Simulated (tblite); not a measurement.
# CH9NSi4: the cost of one run

The runs use tblite 0.8.0 and PySCF 2.14.0, with density-fitted response routines of our own; the level of theory stands in each step. All values are computed, except where a source is named. Atoms count from 0, in the outputs and in this text.

## Step 1: The starting structure

15 atoms, charge 0, multiplicity 1; geometry from: force field or distance geometry start.

Bonds of the start (Å): N0–C1 1.16, C1–Si2 1.86, Si2–Si3 2.28, Si3–Si4 2.31, Si4–Si5 2.30, Si2–H6 1.49, Si2–H7 1.49, Si3–H8 1.50, Si3–H9 1.48, Si4–H10 1.48, Si4–H11 1.49, Si5–H12 1.47, Si5–H13 1.48, Si5–H14 1.49.

## Step 2: Relaxing the molecule with GFN2-xTB

What the job is given:

```
{"job": {"kind": "relax", "xc": "GFN2-xTB", "basis": "xTB"}, "charge": 0, "multiplicity": 1}
N     -2.915400     0.897200     1.962300
C     -2.514000     0.845800     0.870700
Si    -1.802700     0.729500    -0.845300
Si    -0.549200    -1.173700    -0.974600
Si     0.976900    -1.130300     0.752300
Si     2.242000     0.764000     0.459300
H     -0.944500     1.906100    -1.167700
H     -2.880800     0.695200    -1.876100
H     -1.407500    -2.393600    -0.851000
H      0.151600    -1.260400    -2.273300
H      0.269800    -1.108000     2.052700
H      1.830200    -2.351200     0.702000
H      2.902200     0.739200    -0.859000
H      1.359100     1.951900     0.502000
H      3.277900     0.896600     1.523700
```

Command:

```
$ OMP_NUM_THREADS=1 python probes_run.py task.json out
```

The driver reads the jobs from task.json and runs them one after another.

Q: Estimate the wall time and peak memory of this first job on 1 thread of Arm Neoverse V2, shared host.

About 1.2 s, with a peak of 0.18 GiB.
